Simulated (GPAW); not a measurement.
# Al2Cu (I4/mmm) in GPAW: reference runs

Aim: a first look at Al2Cu with PBEsol, on the cell as given and on a disturbed one.

All numbers are computed with GPAW 26.7.0; they aren't measurements. Logs are shortened: lines on timing, memory, paths and dates and some standing lists are left out, and cuts for length are marked. The log counts tension as positive stress, the text compression.

## 1. The structure

The structure is tetragonal, space group I4/mmm (No. 139). Conventional cell: a = 4.061 Å, b = 4.061 Å, c = 5.702 Å, α = 90.00°, β = 90.00°, γ = 90.00°. Cu (site symmetry 4/mmm) is surrounded by 8 Al at 2.48 Å. Al (site symmetry -4m2) is surrounded by 4 Cu at 2.48 Å and 2 Al at 2.85 Å.

The cell comes from a database or a generator and needn't be the stable form of this composition.

## 2. Single point, PBEsol

The input, run.py:

```python
from ase import Atoms
from ase.dft.bandgap import bandgap
from ase.io import write
from ase.units import Bohr, GPa
from gpaw import GPAW, PW, setup_paths
from gpaw.elf import elf_from_dft_calculation

setup_paths.insert(0, '.')

atoms = Atoms(['Cu', 'Al', 'Al'],
              cell=[[-2.0303375, 2.0303375, 2.851094],
                    [2.0303375, -2.0303375, 2.851094],
                    [2.0303375, 2.0303375, -2.851094]],
              scaled_positions=[[0.5, 0.5, 0.0],
                                [0.25, 0.75, 0.5],
                                [0.75, 0.25, 0.5]],
              pbc=True)

calc = GPAW(mode=PW(600),
            xc='PBEsol',
            kpts={'size': (9, 9, 9), 'gamma': True},
            occupations={'name': 'fermi-dirac', 'width': 0.05},
            nbands=20,
            convergence={'density': 1e-05, 'energy': 1e-05},
            maxiter=150,
            txt='gpaw.txt')
atoms.calc = calc
energy = atoms.get_potential_energy()
forces = atoms.get_forces()
stress = atoms.get_stress()
calc.write('gs.gpw')
write('result.traj', atoms)
print(f'Energy: {energy:.6f} eV')
print('Forces (eV/A):')
print(forces.round(4))
print('Stress (GPa):', (stress / GPa).round(3))
print('Fermi level:', round(calc.get_fermi_level(), 4), 'eV')
print(f'Gap: {bandgap(calc)[0]:.4f} eV, direct: {bandgap(calc, direct=True)[0]:.4f} eV')

# fields on the real-space grid
write('density.cube', atoms, data=calc.get_pseudo_density() * Bohr**3)
write('potential.cube', atoms, data=calc.get_electrostatic_potential())
write('elf.cube', atoms, data=elf_from_dft_calculation(calc).data)
```

Potentials or basis: PAW data sets generated in the run's folder for this functional, pw.

The run is started by

```
$ gpaw-setup -f PBEsol Al Cu
$ OMP_NUM_THREADS=1 python run.py
```

gpaw.txt:

```text
__  _  _
 | _ |_)|_||  |
 |__||  | ||/\| - 26.7.0

Input parameters:
  mode=PW(ecut=600.0),
  convergence={'density': 1e-05, 'energy': 1e-05},
  kpts=MonkhorstPack(size=(9, 9, 9), gamma=True),
  maxiter=150,
  nbands=20,
  occupations=Occupations(name='fermi-dirac', width=0.05),
  xc=XC(name='PBEsol')

Diagonalizing LCAO Hamiltonian
Converting LCAO to pw mode

       Cu
         Al
            Al

Atoms  # Å, Bohr magnetons
|   | symbol |        x |        y |        z |    initial magnetic moments |
|---|--------|----------|----------|----------|-----------------------------|
| 0 |     Cu | 0.000000 | 0.000000 | 2.851094 | ( 0.0000,  0.0000,  0.0000) |
| 1 |     Al | 2.030337 | 0.000000 | 1.425547 | ( 0.0000,  0.0000,  0.0000) |
| 2 |     Al | 0.000000 | 2.030337 | 1.425547 | ( 0.0000,  0.0000,  0.0000) |

Unit cell  # Å
| periodic |         x |         y |         z |  lengths |     angles |
|----------|-----------|-----------|-----------|----------|------------|
|      yes | -2.030337 |  2.030337 |  2.851094 | 4.046391 | 119.766311 |
|      yes |  2.030337 | -2.030337 |  2.851094 | 4.046391 | 119.766311 |
|      yes |  2.030337 |  2.030337 | -2.851094 | 4.046391 |  90.405241 |

Number of symmetries: 16
Symmetry operations  # r_c * U_cc + t_c -> r_c
|    | kind |            matrix            |
|----|------|------------------------------|
|  0 |  σ   |  1, 1, 1,  0, 0,-1,  0,-1, 0 |
|  1 |  C4  |  1, 1, 1,  0, 0,-1, -1, 0, 0 |
|  2 |  E   |  1, 0, 0,  0, 1, 0,  0, 0, 1 |
|  3 |  σ   |  1, 0, 0,  0, 1, 0, -1,-1,-1 |
|  4 |  σ   |  0, 1, 0,  1, 0, 0,  0, 0, 1 |
|  5 |  C2  |  0, 1, 0,  1, 0, 0, -1,-1,-1 |
|  6 |  C2  |  0, 0, 1, -1,-1,-1,  1, 0, 0 |
|  7 |  S4  |  0, 0, 1, -1,-1,-1,  0, 1, 0 |
|  8 |  C4  |  0, 0,-1,  1, 1, 1,  0,-1, 0 |
|  9 |  σ   |  0, 0,-1,  1, 1, 1, -1, 0, 0 |
| 10 |  σ   |  0,-1, 0, -1, 0, 0,  1, 1, 1 |
| 11 |  C2  |  0,-1, 0, -1, 0, 0,  0, 0,-1 |
| 12 |  C2  | -1, 0, 0,  0,-1, 0,  1, 1, 1 |
| 13 |  i   | -1, 0, 0,  0,-1, 0,  0, 0,-1 |
| 14 |  S4  | -1,-1,-1,  0, 0, 1,  1, 0, 0 |
| 15 |  C2  | -1,-1,-1,  0, 0, 1,  0, 1, 0 |

BZ-sampling:
  Number of BZ points: 729
  Number of IBZ points: 75

  Monkhorst-Pack size: [9, 9, 9]
  Monkhorst-Pack shift: [0, 0, 0]

K-points  # in reciprocal-cell coordinates
|     |                                coordinates |     weight |
|-----|--------------------------------------------|------------|
|   0 | (  0.00000000,   0.00000000,   0.00000000) | 0.00137174 |
|   1 | (  0.11111111,  -0.11111111,   0.00000000) | 0.00548697 |
|   2 | (  0.11111111,  -0.11111111,   0.11111111) | 0.00548697 |
|   3 | (  0.11111111,   0.00000000,   0.00000000) | 0.01097394 |
|   4 | (  0.11111111,   0.11111111,  -0.11111111) | 0.00274348 |
|   5 | (  0.22222222,  -0.22222222,   0.00000000) | 0.00548697 |
|   6 | (  0.22222222,  -0.22222222,   0.11111111) | 0.01097394 |
|   7 | (  0.22222222,  -0.22222222,   0.22222222) | 0.00548697 |
|   8 | (  0.22222222,  -0.11111111,   0.00000000) | 0.02194787 |
|   9 | (  0.22222222,  -0.11111111,   0.11111111) | 0.01097394 |
| ... |                                            |            |
|  74 | (  0.44444444,   0.44444444,   0.44444444) | 0.01097394 |

Plane wave coefficients: 1592
Cutoff: 600.0 eV

Spin-components: 1 (collinear spins)
Bands:           20
Projectors:      16
Spin-degeneracy: 2
Datatype:        complex128

Parallelization:
  kpt:    1
  domain: 1
  band:   1

Density:
  Valence electrons: 17.0
  Components: 1
  Grid points: [24 24 24]
  Charge: 0.0  # |e|

Potential:
  Grid points: [24 24 24]

species:
  Cu:
    name:    Copper
    Z:       29.0
    valence: 11
    core:    18
    charge:  0.0  # [|e|]
    compensation charges:
      type: gauss
      rc: 0.33  # [Å]
      lmax: 2
    cutoffs:
      filter: 2.06  # [Å]
      core: 2.43  # [Å]
    projectors
    | kind |    occ | energy [eV] | rcut [Å] |
    |------|--------|-------------|----------|
    |   4s |  1.000 |      -4.607 |    1.164 |
    |   4p |  0.000 |      -0.637 |    1.164 |
    |   3d | 10.000 |      -5.060 |    1.058 |
    |    s |        |      22.604 |    1.164 |
    |    p |        |      26.574 |    1.164 |
    |    d |        |      22.151 |    1.058 |

    Using partial waves for Cu as LCAO basis

  Al:
    name:    Aluminium
    Z:       13.0
    valence: 3
    core:    10
    charge:  0.0  # [|e|]
    compensation charges:
      type: gauss
      rc: 0.34  # [Å]
      lmax: 2
    cutoffs:
      filter: 1.91  # [Å]
      core: 2.36  # [Å]
    projectors
    | kind |    occ | energy [eV] | rcut [Å] |
    |------|--------|-------------|----------|
    |   3s |  2.000 |      -7.715 |    1.085 |
    |   3p |  1.000 |      -2.689 |    1.085 |
    |    s |        |      19.497 |    1.085 |
    |    p |        |      24.522 |    1.085 |
    |    d |        |       0.000 |    1.085 |

    Using partial waves for Al as LCAO basis

Reference energy: -58164.735944  # eV

eigensolver:
  PPCG
  Converge bands: occupied
  niter=2

density mixing:
  MSR1-Mixer
  Pratt-step length: 0.05
  Maximum mixing coefficient: 0.75
  Old densities: 10
  SVD Regularization: 0.005
  Good broyden scale: 1.0
  Trust region scale: 1.0
  Backstep threshold: 4.0
  History deletion threshold: 6.0
  Fourier metric: weight=20.0, sigma=0.015

occupation numbers:
  Fermi-Dirac:
    width: 0.0500  # eV

poisson solver:
  ecut: 4800.0  # eV

xc functional:
  name: PBEsol with 2 nearest neighbor stencil

convergence criteria:
- Maximum integral of absolute [dens]ity change: 1e-05 electrons / valence electron
- Maximum [total energy] change in last 3 cyles: 1e-05 eV / valence electron
- Maximum integral of absolute [eigenst]ate change: 4e-08 eV^2 / valence electron
maximum number of iterations: 150

SCF iterations
|iter     | |      energy | eigst |  dens |
|---------|-|-------------|-------|-------|
|iter:   1| |  -15.867034 | +0.46 |       |
|iter:   2| |  -13.926997 | -1.51 | -0.68 |
|iter:   3| |  -13.040538 | -1.50 | -0.87 |
|iter:   4| |  -12.950962 | -2.64 | -1.14 |
|iter:   5| |  -12.921710 | -2.77 | -1.35 |
|iter:   6| |  -12.915828 | -3.74 | -2.03 |
|iter:   7| |  -12.915286 | -3.94 | -2.40 |
|iter:   8| |  -12.915160 | -5.21 | -2.97 |
|iter:   9| |  -12.915154c| -6.26 | -3.58 |
|iter:  10| |  -12.915154c| -8.24c| -4.47 |
|iter:  11| |  -12.915154c| -7.55c| -4.87 |
|iter:  12| |  -12.915154c| -9.17c| -5.87c|

Converged in 12 steps
Energy contributions relative to reference atoms: (reference = -58164.735944)

Energy contributions:
  Kinetic:         -10.673524
  Coulomb:          10.597186
  Zero:              0.084048
  External:          0.000000
  Xc:              -12.916375
  Entropy:          -0.012978
  Spinorbit:         0.000000
  ----------------------------
  Free energy:     -12.921643
  Extrapolated:    -12.915154

dipole moment: (-4.531979, -4.531979, 6.364011)  # |e|*Ang

Fermi level: 6.588
Eigenvalues  # (at kpt = [0.000, 0.000, 0.000])
| band index |      eig [eV] | occ [0-2] |
|------------|---------------|-----------|
|          0 |        -3.694 |     2.000 |
|          1 |         1.998 |     2.000 |
|          2 |         2.004 |     2.000 |
|          3 |         2.004 |     2.000 |
|          4 |         2.554 |     2.000 |
|          5 |         2.563 |     2.000 |
|          6 |         9.497 |     0.000 |
|          7 |         9.497 |     0.000 |
|          8 |         9.527 |     0.000 |
|          9 |         9.549 |     0.000 |
|         10 |         9.606 |     0.000 |
|         11 |         9.606 |     0.000 |
|         12 |        10.969 |     0.000 |
|         13 |        13.555 |     0.000 |
|        ... |               |           |
|         19 |        19.902 |     0.000 |

No gap
No difference between direct/indirect transitions

Forces  # eV/Ang
|       x |        y |       z |
|---------|----------|---------|
| 0.00000 | -0.00000 | 0.00000 |  # Cu   0
| 0.00000 | -0.00000 | 0.00000 |  # Al   1
| 0.00000 |  0.00000 | 0.00000 |  # Al   2

Stress tensor  # eV/Ang^3
|         x |         y |         z |
|-----------|-----------|-----------|
| -0.002642 | -0.000000 |  0.000000 |
| -0.000000 | -0.002642 | -0.000000 |
|  0.000000 | -0.000000 | -0.003635 |

# Writing to gs.gpw (mode='')
```

Wall time 25 s (1 thread of AMD EPYC 9R45 (Zen 5), shared host); peak memory 0.21 GiB.

What came out:

| Property | Result |
| --- | --- |
| Free energy | -12.9216 eV |
| Pressure | 0.5 GPa |
| Band gap on the k mesh | none (metal or under the smearing width) |

Stress tensor (GPa, compression positive):
```
0.42 0.00 0.00
0.00 0.42 0.00
0.00 0.00 0.58
```

Levels at points of the mesh, in eV from the Fermi level:
```
           k point  band 5  band 6  band 7  band 8  band 9  band 10  band 11  band 12  band 13  band 14
(0.00, 0.00, 0.00)   -4.03   -4.02    2.91    2.91    2.94     2.96     3.02     3.02     4.38     6.97
```

Caveat: with this Cu data set, volumes or pressures lay over 1.5 % or 2 GPa off other programs in two to four cells of ten.

## 3. Single point, PBEsol (atoms moved at random, drawn with an rms of 0.05 Å)

Edit run.py of step 2 so:

```diff
@@ -3,5 +3,4 @@
 from ase.io import write
-from ase.units import Bohr, GPa
+from ase.units import GPa
 from gpaw import GPAW, PW, setup_paths
-from gpaw.elf import elf_from_dft_calculation
 
@@ -13,5 +12,5 @@
                     [2.0303375, 2.0303375, -2.851094]],
-              scaled_positions=[[0.5, 0.5, 0.0],
-                                [0.25, 0.75, 0.5],
-                                [0.75, 0.25, 0.5]],
+              scaled_positions=[[0.504187, 0.494732, 0.002262],
+                                [0.24558, 0.745124, 0.501133],
+                                [0.747976, 0.249726, 0.500934]],
               pbc=True)
@@ -38,6 +37 @@
 print(f'Gap: {bandgap(calc)[0]:.4f} eV, direct: {bandgap(calc, direct=True)[0]:.4f} eV')
-
-# fields on the real-space grid
-write('density.cube', atoms, data=calc.get_pseudo_density() * Bohr**3)
-write('potential.cube', atoms, data=calc.get_electrostatic_potential())
-write('elf.cube', atoms, data=elf_from_dft_calculation(calc).data)
```

Potentials or basis: PAW data sets generated in the run's folder for this functional, pw.

The run is started by

```
$ gpaw-setup -f PBEsol Al Cu
$ OMP_NUM_THREADS=1 python run.py
```

gpaw.txt:

```text
__  _  _
 | _ |_)|_||  |
 |__||  | ||/\| - 26.7.0

Input parameters:
  mode=PW(ecut=600.0),
  convergence={'density': 1e-05, 'energy': 1e-05},
  kpts=MonkhorstPack(size=(9, 9, 9), gamma=True),
  maxiter=150,
  nbands=20,
  occupations=Occupations(name='fermi-dirac', width=0.05),
  xc=XC(name='PBEsol')

Diagonalizing LCAO Hamiltonian
Converting LCAO to pw mode

       Cu
         Al
            Al

Atoms  # Å, Bohr magnetons
|   | symbol |         x |        y |        z |    initial magnetic moments |
|---|--------|-----------|----------|----------|-----------------------------|
| 0 |     Cu | -0.014604 | 0.023789 | 2.841563 | ( 0.0000,  0.0000,  0.0000) |
| 1 |     Al |  2.031712 | 0.003226 | 1.395813 | ( 0.0000,  0.0000,  0.0000) |
| 2 |     Al |  0.005449 | 2.028681 | 1.416332 | ( 0.0000,  0.0000,  0.0000) |

Unit cell  # Å
| periodic |         x |         y |         z |  lengths |     angles |
|----------|-----------|-----------|-----------|----------|------------|
[... 164 lines left out ...]
  External:          0.000000
  Xc:              -12.922712
  Entropy:          -0.012813
  Spinorbit:         0.000000
  ----------------------------
  Free energy:     -12.917200
  Extrapolated:    -12.910793

dipole moment: (-4.484775, -4.491372, 6.184051)  # |e|*Ang

Fermi level: 6.589
Eigenvalues  # (at kpt = [0.000, 0.000, 0.000])
| band index |      eig [eV] | occ [0-2] |
|------------|---------------|-----------|
|          0 |        -3.694 |     2.000 |
|          1 |         1.996 |     2.000 |
|          2 |         1.998 |     2.000 |
|          3 |         2.009 |     2.000 |
|          4 |         2.553 |     2.000 |
|          5 |         2.562 |     2.000 |
|          6 |         9.432 |     0.000 |
|          7 |         9.495 |     0.000 |
|          8 |         9.517 |     0.000 |
|          9 |         9.573 |     0.000 |
|         10 |         9.611 |     0.000 |
|         11 |         9.650 |     0.000 |
|         12 |        10.972 |     0.000 |
|         13 |        13.522 |     0.000 |
|        ... |               |           |
|         19 |        19.899 |     0.000 |

No gap
No difference between direct/indirect transitions

Forces  # eV/Ang
|        x |        y |        z |
|----------|----------|----------|
|  0.13094 | -0.17780 | -0.07353 |  # Cu   0
| -0.04958 |  0.07472 |  0.11476 |  # Al   1
| -0.08137 |  0.10308 | -0.04123 |  # Al   2

Stress tensor  # eV/Ang^3
|         x |         y |         z |
|-----------|-----------|-----------|
| -0.000261 | -0.000103 |  0.000640 |
| -0.000103 | -0.005411 |  0.000552 |
|  0.000640 |  0.000552 | -0.004119 |

# Writing to gs.gpw (mode='')
```

Run time: 1.8 min. Hardware: 1 thread of AMD EPYC 9R45 (Zen 5), shared host; peak memory 0.47 GiB.

What came out:

```
Free energy            : -12.9172 eV
Pressure               : 0.5 GPa
Largest force          : 0.233 eV/Å
Band gap on the k mesh : none (metal or under the smearing width)
```

Forces on the atoms (eV/Å):
```
Cu   0.131 -0.178 -0.074
Al  -0.050  0.075  0.115
Al  -0.081  0.103 -0.041
```

Levels at points of the mesh, in eV from the Fermi level:
```tsv
k point	band 6	band 7	band 8	band 9	band 10	band 11	band 12	band 13
(0.00, 0.00, 0.00)	-4.03	2.84	2.91	2.93	2.98	3.02	3.06	4.38
```

Caveat: with this Cu data set, volumes or pressures lay over 1.5 % or 2 GPa off other programs in two to four cells of ten.
